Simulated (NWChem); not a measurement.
# CH5FOSSi (SMILES CO[SiH](F)S) at 4 levels

Wanted: a comparison of 4 runs (HF/STO-3G, HF/3-21G, B3LYP/6-31G*) of CH5FOSSi. 

Program for the calculation: NWChem 7.3.0.

## (1) Starting point

The species is CH5FOSSi (10 atoms), meant as a singlet with charge 0. As SMILES, `CO[SiH](F)S`. The shape is that of a PBE0-D4/def2-TZVP optimisation. This is one conformer, not always the lowest.

Bond lengths: C1–O2 1.415 Å, O2–Si3 1.623 Å, Si3–F4 1.597 Å, Si3–S5 2.109 Å, C1–H6 1.090 Å, C1–H7 1.095 Å, C1–H8 1.094 Å, Si3–H9 1.477 Å, S5–H10 1.345 Å. Some angles: C1–O2–Si3 124.4°, O2–Si3–F4 107.9°, O2–Si3–S5 108.5°, F4–Si3–S5 112.1°, O2–C1–H6 107.9°, O2–C1–H7 111.2°, O2–C1–H8 111.2°, O2–Si3–H9 113.7°, F4–Si3–H9 106.2°, S5–Si3–H9 108.6°.

## (2) Energy and forces at HF/STO-3G (run 1)

ch5fossi.nw

```
start ch5fossi
title "CH5FOSSi"
memory 2200 mb
geometry units angstroms noautosym nocenter noautoz
   C       -0.479100      -1.545400       0.284400
   O        0.437500      -0.472800       0.170800
   Si       0.011000       1.088400       0.046700
   F       -1.064900       1.211400      -1.126900
   S        1.743000       2.225600      -0.344400
   H        0.094400      -2.471100       0.338200
   H       -1.083200      -1.455100       1.193100
   H       -1.144900      -1.589900      -0.582000
   H       -0.640100       1.623300       1.260300
   H        2.209500       1.334500      -1.237200
end
basis "ao basis" spherical bse
   * library STO-3G
end
scf
   thresh 1e-08
   maxiter 80
end
task scf gradient
```

The run is started by

```
nwchem ch5fossi.nw > ch5fossi.out
```

The program printed:

```text
[...]
  functions       =    38
[...]
  wavefunction    = RHF
[...]
         Total SCF energy =   -891.033704222090
      One-electron energy =  -1857.753474428468
      Two-electron energy =    657.275189375857
 Nuclear repulsion energy =    309.444580830521
        Time for solution =      3.3s
[...]
                         RHF ENERGY GRADIENTS
    atom               coordinates                        gradient
                 x          y          z           x          y          z
   1 C      -0.905368  -2.920383   0.537438   -0.000116  -0.016917  -0.000254
   2 O       0.826755  -0.893462   0.322765   -0.023602   0.024618  -0.001290
   3 Si      0.020787   2.056778   0.088250    0.018975  -0.038184  -0.031660
   4 F      -2.012369   2.289214  -2.129532    0.006701  -0.000144   0.011069
   5 S       3.293792   4.205774  -0.650822    0.000500   0.016260   0.008906
   6 H       0.178390  -4.669702   0.639105    0.000969   0.003710   0.000058
   7 H      -2.046951  -2.749740   2.254632    0.003866   0.004030  -0.000167
   8 H      -2.163547  -3.004475  -1.099821    0.004253   0.004439  -0.000092
   9 H      -1.209614   3.067592   2.381622   -0.012286   0.012352   0.020266
  10 H       4.175350   2.521839  -2.337969    0.000741  -0.010165  -0.006835
[...]
```

Wall time 6 s (1 thread of Intel Xeon Platinum 8259CL at 2.50GHz (Skylake/Cascade Lake), shared host); peak memory 0.1 GiB.

## (3) Energy and forces at HF/3-21G (run 2)

mymol.nw

```
start mymol
title "CH5FOSSi hf"
memory 2200 mb

geometry units angstroms noautosym nocenter noautoz
C     -0.479100    -1.545400     0.284400
O      0.437500    -0.472800     0.170800
Si     0.011000     1.088400     0.046700
F     -1.064900     1.211400    -1.126900
S      1.743000     2.225600    -0.344400
H      0.094400    -2.471100     0.338200
H     -1.083200    -1.455100     1.193100
H     -1.144900    -1.589900    -0.582000
H     -0.640100     1.623300     1.260300
H      2.209500     1.334500    -1.237200
end

basis spherical bse
* library 3-21G
end

scf
thresh 1e-08
maxiter 80
print medium
end

task scf gradient
```

The run is started by

```
nwchem mymol.nw > mymol.out
```

The program printed:

```text
[...]
  functions       =    63
[...]
  wavefunction    = RHF
[...]
         Total SCF energy =   -896.980491892599
      One-electron energy =  -1857.973984923592
      Two-electron energy =    651.548912200473
 Nuclear repulsion energy =    309.444580830521
        Time for solution =      4.6s
[...]
                         RHF ENERGY GRADIENTS
    atom               coordinates                        gradient
                 x          y          z           x          y          z
   1 C      -0.905368  -2.920383   0.537438    0.011274   0.028971  -0.002747
   2 O       0.826755  -0.893462   0.322765   -0.009572   0.004878   0.003621
   3 Si      0.020787   2.056778   0.088250    0.015832  -0.018108  -0.033545
   4 F      -2.012369   2.289214  -2.129532    0.015860   0.000958   0.019667
   5 S       3.293792   4.205774  -0.650822   -0.017514  -0.008723   0.005697
   6 H       0.178390  -4.669702   0.639105    0.005065  -0.007097   0.000349
   7 H      -2.046951  -2.749740   2.254632   -0.003311   0.000270   0.005969
   8 H      -2.163547  -3.004475  -1.099821   -0.003993  -0.000085  -0.006231
   9 H      -1.209614   3.067592   2.381622   -0.003227   0.001591   0.003087
  10 H       4.175350   2.521839  -2.337969   -0.010415  -0.002654   0.004134
[...]
```

Run time: 8.1 s. Hardware: 1 thread of Intel Xeon Platinum 8259CL at 2.50GHz (Skylake/Cascade Lake), shared host; peak memory 0.099 GiB.

Run 3 isn't shown in full; the table further down has it.

## (4) Energy and gradient at B3LYP/6-31G(d) (Cartesian functions) (run 4)

m1.xyz

```xyz
10

C     -0.479100    -1.545400     0.284400
O      0.437500    -0.472800     0.170800
Si     0.011000     1.088400     0.046700
F     -1.064900     1.211400    -1.126900
S      1.743000     2.225600    -0.344400
H      0.094400    -2.471100     0.338200
H     -1.083200    -1.455100     1.193100
H     -1.144900    -1.589900    -0.582000
H     -0.640100     1.623300     1.260300
H      2.209500     1.334500    -1.237200
```

run.py

```python
from ase.io import read
from ase.calculators.nwchem import NWChem

system = read('m1.xyz')

calc = NWChem(
    label='m1',
    theory='dft',
    memory='2200 mb',
    basis='6-31G*',
    dft={'xc': 'b3lyp', 'mult': '1', 'grid': 'fine', 'convergence': 'energy 1e-08', 'iterations': '100', 'mulliken': None},
)
system.calc = calc

forces = system.get_forces()
print("Total energy (eV):", round(system.get_potential_energy(), 6))
print("forces (eV/A):")
for s, f in zip(system.symbols, forces):
    print(f"{s:2s} {f[0]:10.5f} {f[1]:10.5f} {f[2]:10.5f}")
print("dipole (e A):", system.get_dipole_moment().round(4))
```

The run is started by

```
export ASE_NWCHEM_COMMAND="nwchem PREFIX.nwi > PREFIX.nwo"
python run.py
```

The program printed:

```text
Total energy (eV): -24598.629106
forces (eV/A):
C    -0.18646   -0.23670    0.01723
O     0.48028   -0.28683    0.01070
Si   -0.21350    0.38176    0.46475
F    -0.40778    0.05204   -0.48049
S     0.22425    0.22199    0.04314
H     0.04417   -0.08973    0.00658
H    -0.06109    0.00566    0.08464
H    -0.06191   -0.01800   -0.07055
H     0.03126    0.03466    0.06243
H     0.15077   -0.06489   -0.13843
dipole (e A): [-0.1405 -0.4167  0.0826]
```

The calculator wrote m1.nwi:

```
title "m1"

permanent_dir m1

scratch_dir m1

start m1

geometry units angstrom nocenter noautosym noautoz
  C  -4.7910000000000003e-01 -1.5454000000000001e+00 2.8439999999999999e-01
  O  4.3750000000000000e-01 -4.7280000000000000e-01 1.7080000000000001e-01
  Si 1.0999999999999999e-02 1.0884000000000000e+00 4.6699999999999998e-02
  F  -1.0649000000000000e+00 1.2114000000000000e+00 -1.1269000000000000e+00
  S  1.7430000000000001e+00 2.2256000000000000e+00 -3.4439999999999998e-01
  H  9.4399999999999998e-02 -2.4710999999999999e+00 3.3820000000000000e-01
  H  -1.0831999999999999e+00 -1.4551000000000001e+00 1.1931000000000000e+00
  H  -1.1449000000000000e+00 -1.5899000000000001e+00 -5.8199999999999996e-01
  H  -6.4010000000000000e-01 1.6233000000000000e+00 1.2603000000000000e+00
  H  2.2094999999999998e+00 1.3345000000000000e+00 -1.2372000000000001e+00
end

memory 2200 mb

basis noprint
   * library 6-31G*
end

dft
  xc b3lyp
  mult 1
  grid fine
  convergence energy 1e-08
  iterations 100
  mulliken
end

task dft gradient
```

m1.nwo:

```text
Northwest Computational Chemistry Package (NWChem) 7.3.0
             --------------------------------------------------------

           Job information
           ---------------

    nwchem branch   = 7.3.0
    use scalapack   = T
    input           = m1.nwi
    prefix          = m1.
    data base       = m1/m1.db
    status          = startup
    nproc           =        1

           Memory information
           ------------------

    heap     =     72089594 doubles =      550.0 Mbytes
    stack    =     72089599 doubles =      550.0 Mbytes
    global   =    144179200 doubles =     1100.0 Mbytes (distinct from heap & stack)
    total    =    288358393 doubles =     2200.0 Mbytes
    verify   = yes
    hardfail = no

[... 113 lines left out ...]
  convergence criterion.
[... 43 lines left out ...]
          Spatial weights used:  Erf1
[... 74 lines left out ...]
         Total DFT energy =     -903.982953451001
[... 3 lines left out ...]
 Nuclear repulsion energy =      309.444580830520
[... 718 lines left out ...]
          Convergence on gradient requested:  5.00D-04
[... 30 lines left out ...]
          total energy or number of iterations.
[... 26 lines left out ...]
                         DFT ENERGY GRADIENTS

    atom               coordinates                        gradient
                 x          y          z           x          y          z
   1 C      -0.905368  -2.920383   0.537438    0.003626   0.004603  -0.000335
   2 O       0.826755  -0.893462   0.322765   -0.009340   0.005578  -0.000208
   3 Si      0.020787   2.056778   0.088250    0.004152  -0.007424  -0.009038
[... 6 lines of this table left out ...]
  10 H       4.175350   2.521839  -2.337969   -0.002932   0.001262   0.002692

                 ----------------------------------------
                 |  Time  |  1-e(secs)   |  2-e(secs)   |
                 ----------------------------------------
                 |  CPU   |       0.01   |      14.22   |
                 ----------------------------------------
                 |  WALL  |       0.01   |      14.22   |
                 ----------------------------------------

 Task  times  cpu:       48.7s     wall:       48.7s
 Total times  cpu:       48.7s     wall:       48.7s
```

Wall time 50 s (1 thread of Intel Xeon Platinum 8259CL at 2.50GHz (Skylake/Cascade Lake), shared host); peak memory 0.13 GiB.

## (5) All runs side by side

```
run                               level  iteration cap  module  energy (Eh)  dipole moment (D)  HOMO energy (eV)  LUMO energy (eV)  wall time
  1                           HF/STO-3G             80     scf  -891.033704               1.18             -7.61             10.56        6 s
  2                            HF/3-21G             80     scf  -896.980492               3.11            -10.98              4.50      8.1 s
  3  B3LYP/6-31G* (spherical functions)            100     dft  -903.975257               2.15             -7.43              0.46       78 s
  4  B3LYP/6-31G* (Cartesian functions)            100     dft  -903.982953               2.15             -7.43              0.46       50 s
```

## (6) Summary of results

```
                       quantity          value
            run 4: total energy  -903.98295 Eh
           run 4: dipole moment         2.15 D
             run 4: HOMO energy       -7.43 eV
             run 4: LUMO energy        0.46 eV
           run 4: HOMO–LUMO gap        7.89 eV
run 4: largest force on an atom     0.638 eV/Å
```

**Reading.** The dipole moment (its size) runs from 1.18 D (HF/STO-3G) to 3.11 D (HF/3-21G). The HOMO–LUMO gap runs from 7.89 eV (B3LYP/6-31G*) to 18.18 eV (HF/STO-3G). The two ends differ in method and basis. In run 1 the basis is minimal, so the values are rough. All runs together took 2.4 min, the longest 78 s.
